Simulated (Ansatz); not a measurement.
**BGeN+ (doublet): from Hartree-Fock to the top rungs, cc-pVDZ**

One table from this session's results is given with a row withheld; the runs are named, their logs left out.

Method: cc-pVDZ, core rule «outside noble gas», up to 16 orbitals frozen; program: Ansatz 0.2.0, Gaussian basis.

The runs, in order: UHF; CCSD(T) on ROHF; CCSD(T) on UHF; BCCD(T) on ROHF; CISD as a restricted active space (open shells left free, so some higher excitations enter); CCSDT(Q) on ROHF; CCSDT(Q) on UHF.

29 further runs of the same task are left out: 8 for a known fault of the program, 9 that didn't finish, 12 set aside as unsound or not needed. Runs told in other sessions of the task aren't counted.

## The system

The geometry is a PBE0/def2-TZVP stationary point (not a proven minimum) of the parent state, kept for this charge and spin. No spin-orbit coupling is included. The filled d shell of Ge may be among the frozen orbitals whatever the setting's name suggests.

3 atoms, charge 1, spin multiplicity 2.

Atoms are counted from 1 here; the program's logs count them from 0.

Bond lengths: B1–N2 1.267 Å, N2–Ge3 1.800 Å. Angles: B1–N2–Ge3 180.0°.

The first run:

File in.yaml:

```yaml
crystal:
  periodic: [false, false, false]
  atoms:
    - {symbol: B, position_ang: [0.000000, 0.000000, -1.444600]}
    - {symbol: N, position_ang: [0.000000, 0.000000, -0.177700]}
    - {symbol: Ge, position_ang: [0.000000, 0.000000, 1.622300]}
basis:
  gaussian: {orbitals: cc-pVDZ}
total_charge: 1
magnetization: {spin_polarized: true, initial_magnetization: 1}
hamiltonian: {xc: hf}
output: {orbitals: {seedname: orbitals}}
```

Run with:

```bash
> ansatz run in.yaml --threads 1 --pin off --events-out ev --progress --plain --max-ram 2393MiB
```

Among the steps run: UHF; CCSD(T) on ROHF; CCSD(T) on UHF; BCCD(T) on ROHF; CISD as a restricted active space (open shells left free, so some higher excitations enter); CCSDT(Q) on ROHF; CCSDT(Q) on UHF.

One of the session's tables, all rows but one given; the rest of the session is left out.

It belongs to the step «Misses and costs». 

```
   method  from UCCSDT(Q) (meV)
     ROHF               +7911.0
      UHF               +7848.5
     RMP2                +863.7
     UMP2                +849.7
    RCCSD                +417.5
    UCCSD                +416.8
 RCCSD(T)                 +60.7
 UCCSD(T)                     ?
  BCCD(T)                 +56.6
   RCCSDT                 +37.5
   UCCSDT                 +37.6
RCCSDT(Q)                  +5.7
UCCSDT(Q)                     0
```

**Question.** Estimate the row for UCCSD(T).

The run gave: from UCCSDT(Q) (meV): +62.1. In the column «from UCCSDT(Q) (meV)» it lies between RCCSD(T) (+60.7) and UCCSD (+416.8).

Not comparable, so not listed: CISD as a restricted active space (open shells left free, so some higher excitations enter) (they don't share determinant, frozen orbitals or solution with the rows shown, or repeat one).

Caveats from the session: Restricted and unrestricted rows rest on different reference determinants; a gap between their highest levels can come from leftover correlation error, from unlike frozen cores or from another state.
